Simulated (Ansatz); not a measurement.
# TaCl+ (doublet): the correlation ladder, def2-SVP

An exercise on one series of results from a longer session: the logs are not shown, and one member is left open.

Computed with Ansatz 0.2.0, Gaussian basis. Level: def2-SVP, core rule «outside noble gas», up to 9 orbitals frozen.

Plan: UHF; CCSD(T) on ROHF; CCSD(T) on UHF; CISD; CCSDT(Q) on ROHF; CCSDT(Q) on UHF.

11 further runs of the same task are left out: 6 for a known fault of the program, 1 that didn't finish, 4 set aside as unsound or not needed.

## The geometry

The geometry is a PBE0/def2-TZVP stationary point (not a proven minimum). No spin-orbit coupling is included. Elements past krypton take def2 core potentials.

2 atoms, charge 1, spin multiplicity 2.

Atoms are counted from 1 here; the program's logs count them from 0.

Bond lengths: Ta1–Cl2 2.156 Å.

Geometry (Å):

```csv
atom,x (Å),y (Å),z (Å)
Ta1,0.00000,0.00000,0.00000
Cl2,0.00000,0.00000,2.15560
```

The first run:

Input file in.yaml:

```yaml
crystal:
  periodic: [false, false, false]
  atoms:
    - {symbol: Ta, position_ang: [0.000000, 0.000000, 0.000000]}
    - {symbol: Cl, position_ang: [0.000000, 0.000000, 2.155600]}
basis:
  gaussian: {orbitals: def2-SVP}
total_charge: 1
magnetization: {spin_polarized: true, initial_magnetization: 1}
hamiltonian: {xc: hf}
output: {orbitals: {seedname: orbitals}}
```

Launch:

```console
$ ansatz run in.yaml --threads 1 --pin off --events-out ev --progress --plain --max-ram 2393MiB
```

Steps of the session up to this table: UHF; CCSD(T) on ROHF; CCSD(T) on UHF; CISD; CCSDT(Q) on ROHF; CCSDT(Q) on UHF.

One of the session's tables, all rows but one given; the rest of the session is left out.

```
   method  from RCCSDT(Q) (kcal/mol)
     ROHF                    +150.76
      UHF                    +134.35
     RMP2                     +22.89
     UMP2                     +15.57
    RCCSD                          ?
    UCCSD                      -0.57
 RCCSD(T)                      +1.38
 UCCSD(T)                      -8.28
   RCCSDT                      +0.12
   UCCSDT                     -10.72
RCCSDT(Q)                          0
UCCSDT(Q)                     -11.63
```

**Question.** Estimate the row for RCCSD.

**Answer.** from RCCSDT(Q) (kcal/mol): +8.42. In the column «from RCCSDT(Q) (kcal/mol)» it lies between RCCSD(T) (+1.38) and UMP2 (+15.57).

Not comparable, so not listed: CISD (they don't share determinant, frozen orbitals or solution with the rows shown, or repeat one).

Caveats from the session: The determinant is far from a pure spin state, so its energy mixes those of several spin states (harmless only where they are near-degenerate, as at dissociation). The program flags UCCSD(T), UCCSDT(Q) as in doubt, so those rows may rest on another solution; read them beside their warnings. Warnings: spin contamination; coupled cluster took another determinant than the lowest. Restricted and unrestricted rows rest on different reference determinants; where their highest levels disagree by more than a few hundredths of an eV, they describe different states and don't form one ladder.
